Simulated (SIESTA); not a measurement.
## TlPt under changes of volume

One of the cells (21.036 Å³/atom); the others are scaled copies at fixed shape and fractional positions:

```xyz
6
Lattice="5.6050 0.0000 0.0000 -2.8025 4.8541 0.0000 0.0000 0.0000 4.6390" Properties=species:S:1:pos:R:3 pbc="T T T"
Tl   -1.4013    2.4270    0.0000
Tl    1.4013    2.4270    0.0000
Tl    2.8025    0.0000    0.0000
Pt    2.8025    1.6180    2.3195
Pt    0.0000    3.2360    2.3195
Pt    0.0000    0.0000    0.0000
```

- Program: SIESTA 5.4.2
- Functional: LDA
- Potentials or basis: PseudoDojo 0.4 standard (LDA files)
- Basis: DZP (energy shift 0.003 Ry; two zetas on semicore shells)
- Grid cutoff: 800 Ry
- Energy shift: 0.003 Ry
- k mesh: 4 × 4 × 4
- Occupations: fermi-dirac, width 0.05 eV
- Spin: no spin polarisation

```csv
volume (Å³/atom),energy over the lowest point (meV/atom),pressure (GPa)
19.773,109.52,16.5
20.194,71.25,12.7
20.615,42.27,9.4
21.036,?,?
21.456,8.05,3.8
21.877,1.11,1.5
22.298,0.00,-0.6
```

Problem. What does the run at 21.036 Å³/atom give?

Solution. Energy over the lowest point 21.54 meV/atom; pressure 6.4 GPa.

Worked out: A Birch-Murnaghan fit of order 3 (a polynomial in V^(-2/3)) to the other rows has its minimum at 22.17 Å³/atom with B0 = V·E''(V) = 107 GPa and B' = 5.1 at fixed shape and positions, which overstates the stiffness. It gives 21.48 meV/atom at 21.036 Å³/atom, against the run's 21.54, and -dE/dV = 6.5 GPa, against 6.4.

Energies are extrapolated to zero smearing.

Caveats: short orbitals over semicore shells can move pressures by several GPa; the basis of atomic orbitals isn't converged, which shifts pressures, moduli and gaps.
